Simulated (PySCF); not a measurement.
# C₆H₉O₂P: magnetic properties

Wanted: magnetic properties for C₆H₉O₂P (`C#CP1(=O)CCOCC1`).

Computed with PySCF 2.14.0 and routines of our own; the level stands in each step. Atoms count from 0.

### 1 The starting structure

18 atoms, charge 0, multiplicity 1; geometry from: GFN2-xTB.

### 2 Magnetic properties: GIAO B3LYP/pcSseg-1

The job: settings as JSON, then the geometry in Å.

```
{"job": {"kind": "mag", "xc": "B3LYP", "basis": "pcSseg-1", "isotopologues": 0}, "charge": 0, "multiplicity": 1}
C      2.759932    -0.420074     1.089399
C      1.918418    -0.317347     0.238544
P      0.751203    -0.181717    -1.096109
O      1.326400    -0.345722    -2.433116
C     -0.085210     1.419065    -0.780404
C     -0.849309     1.369488     0.541550
O     -1.805020     0.338053     0.586261
C     -1.247091    -0.951688     0.653785
C     -0.564869    -1.375912    -0.645524
H      3.484973    -0.507547     1.846474
H      0.649612     2.226605    -0.778769
H     -0.770565     1.579050    -1.617544
H     -1.414804     2.294951     0.685297
H     -0.135826     1.256758     1.373023
H     -2.085572    -1.618625     0.875275
H     -0.522754    -1.004891     1.481825
H     -1.277809    -1.376201    -1.474895
H     -0.140468    -2.377928    -0.556730
```

With the program's defaults for keys left out, this is: GIAO B3LYP/pcSseg-1 magnetisability, rotational g tensor and spin-rotation constants, non-relativistic, gas phase.

Run with:

```
$ OMP_NUM_THREADS=1 python excited_run.py task.json out
```

This one command runs all jobs of the session in turn.

Standard output:

```text
coarse grid: 15896 points
cycle   1  E = -725.4230493914  dE =  1.567e+00  |g| = 1.155e+00  |ddm| = 4.089e+00
cycle   2  E = -724.4197700739  dE =  1.003e+00  |g| = 2.457e+00  |ddm| = 4.779e+00
cycle   3  E = -725.6391377780  dE = -1.219e+00  |g| = 3.998e-01  |ddm| = 4.008e+00
cycle   4  E = -725.6726538723  dE = -3.352e-02  |g| = 1.427e-01  |ddm| = 5.299e-01
cycle   5  E = -725.6754236974  dE = -2.770e-03  |g| = 6.968e-02  |ddm| = 1.490e-01
cycle   6  E = -725.6764000373  dE = -9.763e-04  |g| = 2.224e-02  |ddm| = 6.357e-02
cycle   7  E = -725.6765028645  dE = -1.028e-04  |g| = 9.296e-03  |ddm| = 2.182e-02
cycle   8  E = -725.6765219134  dE = -1.905e-05  |g| = 1.358e-03  |ddm| = 8.853e-03
cycle   9  E = -725.6765222815  dE = -3.681e-07  |g| = 4.096e-04  |ddm| = 1.869e-03
final grid: 149944 points
cycle  10  E = -725.7678706149  dE = -4.378e-05  |g| = 7.388e-03  |ddm| = 4.221e-02
cycle  11  E = -725.7678513992  dE =  1.922e-05  |g| = 1.239e-02  |ddm| = 1.624e-02
cycle  12  E = -725.7678812118  dE = -2.981e-05  |g| = 2.055e-03  |ddm| = 1.218e-02
cycle  13  E = -725.7678819926  dE = -7.808e-07  |g| = 4.233e-04  |ddm| = 2.186e-03
cycle  14  E = -725.7678820160  dE = -2.344e-08  |g| = 2.482e-04  |ddm| = 5.221e-04
cycle  15  E = -725.7678820296  dE = -1.358e-08  |g| = 7.707e-05  |ddm| = 2.241e-04
cycle  16  E = -725.7678820308  dE = -1.222e-09  |g| = 2.676e-05  |ddm| = 7.912e-05
cycle  17  E = -725.7678820310  dE = -1.512e-10  |g| = 5.115e-06  |ddm| = 3.027e-05
converged SCF energy = -725.7678820310

Magnetisability tensor (1e-30 J/T^2)
    -1392.00       -3.69       31.59
       -3.69    -1422.17       -5.36
       31.59       -5.36    -1421.61
isotropic -1411.93   principal values   -1442.03  -1422.54  -1371.21
isotropic susceptibility -85.028 1e-6 cm^3/mol

Inertial axes            a          b          c
rot. const./GHz      1.9223     1.2412     1.1125
chi total           -85.250    -84.168    -85.667
chi diamagnetic    -754.488  -1070.531  -1160.559
chi paramagnetic    669.238    986.364   1074.891
quadrupole/D A      -13.253      3.231     10.022
g nuclear            0.5899     0.5595     0.5464
g electronic        -0.6044    -0.5752    -0.5618
g total             -0.0145    -0.0157    -0.0154

Spin-rotation constants (kHz, H = +C I.J)
atom  isotope        aa         bb         cc
  2    31P        2.869      1.768      2.002
  9     1H       -0.177     -0.003     -0.132
 10     1H       -0.168     -0.153      0.013
 11     1H       -0.197      0.022     -0.122
 12     1H       -0.050     -0.125     -0.022
 13     1H       -0.179      0.045     -0.115
 14     1H       -0.050     -0.125     -0.022
 15     1H       -0.179      0.045     -0.115
 16     1H       -0.197      0.023     -0.122
 17     1H       -0.168     -0.154      0.013
  0    13C*       0.590      0.163      0.397
  1    13C*       0.580      0.091      0.416
  3    17O*      -0.315     -0.204     -0.136
  4    13C*       0.346      0.219      0.213
  5    13C*       0.485      0.308      0.205
  6    17O*      -0.168     -0.074     -0.172
* in the singly substituted isotopologue
```

Wall time 94 s (1 thread of Arm Neoverse N1, shared host); peak memory 0.93 GiB.

In short:

```tsv
quantity	value
magnetisability	-1412·10⁻³⁰ J/T²
molar susceptibility	-85.0·10⁻⁶ cm³/mol
rotational g (a, b, c)	-0.0145, -0.0157, -0.0154
```

Orbitals, density, ELF and potential are computed afterwards from the orbital file.

Frontier orbitals at B3LYP/pcSseg-1, with the share of their density that lies nearest to each atom:

```tsv
orbital	energy (eV)	lies on
HOMO	-7.46	O3 61 %; C4, C8 about 10 % each; P2 7 %
LUMO	-0.61	C0, C1 about 28 % each; P2 12 %; H9 11 %
```

ELF in a plane through or near 6 of the atoms.

Values, 10 rows by 14 columns:
```
0.00 0.00 0.00 0.00 0.00 0.00 0.00 0.00 0.00 0.00 0.00 0.00 0.00 0.00
0.00 0.00 0.00 0.00 0.00 0.00 0.00 0.00 0.00 0.00 0.00 0.00 0.00 0.00
0.00 0.00 0.00 0.00 0.00 0.00 0.00 0.01 0.60 0.88 0.01 0.00 0.00 0.00
0.00 0.00 0.00 0.07 0.22 0.02 0.04 0.38 0.95 0.98 0.08 0.00 0.00 0.00
0.00 0.00 0.61 0.78 0.70 0.53 0.06 0.79 0.57 0.44 0.15 0.00 0.00 0.00
0.00 0.01 0.93 0.95 0.56 0.67 0.03 0.19 0.77 0.86 0.45 0.00 0.00 0.00
0.00 0.00 0.04 0.26 0.54 0.18 0.16 0.86 0.16 0.27 0.00 0.00 0.00 0.00
0.00 0.00 0.00 0.00 0.02 0.00 0.01 0.07 0.95 0.99 0.10 0.00 0.00 0.00
0.00 0.00 0.00 0.00 0.00 0.00 0.00 0.00 0.06 0.13 0.00 0.00 0.00 0.00
0.00 0.00 0.00 0.00 0.00 0.00 0.00 0.00 0.00 0.00 0.00 0.00 0.00 0.00
```
The map spans 12.8 Å across and 9.9 Å up, centred on the molecule. Atoms in the plane (x, y in Å): C5 (0.9, 1.2), O6 (1.7, 0.0), C7 (0.9, -1.2), H9 (-3.8, 0.0), H12 (1.6, 2.0), H14 (1.6, -2.0).

log10 of the density (e/Å³) in the same plane.

Ten even steps from ' ' (-4.0) to '@' (1.0):
```
                                                        
                                                        
                            ..........                  
                      ....::::--------::..              
                    ....::----==++++==--::              
          ..::::::::::----==++**####**==--..            
        ..::----==------==++**##%%%%**++--..            
      ::--==++++++++====++**%%@@@@##**==--..            
    ..--==**######****++++**##%%%%%%##**==--            
    ::==++##%%%%%%##**++++++**##%%@@%%##++--            
    ::==++##%%%%%%##**++++++**##%%@@%%**++--            
    ..--==**######****++++**##%%%%%%##**==--            
      ::--==++++++++====++**%%@@@@##**==--::            
        ..::------------==++**##%%%%**++--..            
          ..::::::::::----==++**####**==--..            
                    ....::----==++++==--::              
                      ....::::--------::..              
                            ..........                  
                                                        
                                                        
```
The map spans 12.8 Å across and 9.9 Å up, centred on the molecule. Atoms in the plane (x, y in Å): C5 (0.9, 1.2), O6 (1.7, 0.0), C7 (0.9, -1.2), H9 (-3.8, 0.0), H12 (1.6, 2.0), H14 (1.6, -2.0).

On the surface of density 0.002 e/bohr³ the electrostatic potential runs, from the 1st to the 99th percentile, from -2.25 V near O3 to 1.77 V near H9.

### 3 Magnetic properties: GIAO PW91/6-31G in acetonitrile, grid 4

Settings changed since step 2:

```diff
@@ -1,2 +1,2 @@
-{"job": {"kind": "mag", "xc": "B3LYP", "basis": "pcSseg-1", "isotopologues": 0}, "charge": 0, "multiplicity": 1}
+{"job": {"kind": "mag", "xc": "PW91", "basis": "6-31G", "grid": 4, "solvent": "acetonitrile"}, "charge": 0, "multiplicity": 1}
 C      2.759932    -0.420074     1.089399
```

Level: GIAO PW91/6-31G magnetisability, non-relativistic, IEF-PCM acetonitrile.

Standard output:

```text
coarse grid: 15896 points
cycle   1  E = -725.2310578710  dE =  1.610e+00  |g| = 1.200e+00  |ddm| = 4.467e+00
cycle   2  E = -723.5823276830  dE =  1.649e+00  |g| = 2.864e+00  |ddm| = 7.894e+00
cycle   3  E = -725.4522876957  dE = -1.870e+00  |g| = 5.941e-01  |ddm| = 7.033e+00
cycle   4  E = -725.5376446477  dE = -8.536e-02  |g| = 1.450e-01  |ddm| = 9.076e-01
cycle   5  E = -725.5370723860  dE =  5.723e-04  |g| = 1.463e-01  |ddm| = 2.516e-01
cycle   6  E = -725.5420998842  dE = -5.027e-03  |g| = 3.819e-02  |ddm| = 1.470e-01
cycle   7  E = -725.5424498789  dE = -3.500e-04  |g| = 9.886e-03  |ddm| = 4.422e-02
cycle   8  E = -725.5424684340  dE = -1.856e-05  |g| = 3.521e-03  |ddm| = 1.429e-02
cycle   9  E = -725.5424715205  dE = -3.086e-06  |g| = 7.623e-04  |ddm| = 4.677e-03
final grid: 398616 points
cycle  10  E = -725.4298150061  dE = -2.111e-06  |g| = 1.565e-02  |ddm| = 4.749e-02
cycle  11  E = -725.4296184739  dE =  1.965e-04  |g| = 3.418e-02  |ddm| = 5.831e-02
cycle  12  E = -725.4298652326  dE = -2.468e-04  |g| = 5.354e-03  |ddm| = 4.798e-02
cycle  13  E = -725.4298711757  dE = -5.943e-06  |g| = 9.839e-04  |ddm| = 8.120e-03
cycle  14  E = -725.4298713707  dE = -1.950e-07  |g| = 3.076e-04  |ddm| = 1.181e-03
cycle  15  E = -725.4298713895  dE = -1.880e-08  |g| = 1.591e-04  |ddm| = 3.897e-04
cycle  16  E = -725.4298713958  dE = -6.378e-09  |g| = 2.070e-05  |ddm| = 1.911e-04
cycle  17  E = -725.4298713960  dE = -1.191e-10  |g| = 4.696e-06  |ddm| = 3.466e-05
converged SCF energy = -725.4298713960

Magnetisability tensor (1e-30 J/T^2)
    -1447.64       -4.93       23.49
       -4.93    -1482.35       -2.45
       23.49       -2.45    -1450.74
isotropic -1460.25   principal values   -1483.08  -1472.50  -1425.16
isotropic susceptibility -87.938 1e-6 cm^3/mol

Inertial axes            a          b          c
rot. const./GHz      1.9223     1.2412     1.1125
chi total           -88.074    -86.427    -89.313
chi diamagnetic    -751.457  -1069.354  -1161.384
chi paramagnetic    663.383    982.927   1072.071
quadrupole/D A      -16.485      3.147     13.339
```

It took 67 s on 1 thread of Arm Neoverse N1, shared host; peak memory 0.54 GiB.

From this job:

```tsv
quantity	value
magnetisability	-1460·10⁻³⁰ J/T²
molar susceptibility	-87.9·10⁻⁶ cm³/mol
```

### 4 What came out

| quantity | value |
| --- | --- |
| magnetisability (step 2, GIAO B3LYP/pcSseg-1) | -1412·10⁻³⁰ J/T² |
| molar susceptibility (step 2, GIAO B3LYP/pcSseg-1) | -85.0·10⁻⁶ cm³/mol |
| rotational g (a, b, c) (step 2, GIAO B3LYP/pcSseg-1) | -0.0145, -0.0157, -0.0154 |
| surface potential, 1st and 99th percentile | -2.25 V and 1.77 V |

In words: At B3LYP/pcSseg-1, counted by nearest atom on the grid, the HOMO lies on O3 61 %; C4, C8 about 10 % each, the LUMO on C0, C1 about 28 % each; P2 12 %. Vibrational averaging and real surroundings are missing from these values.
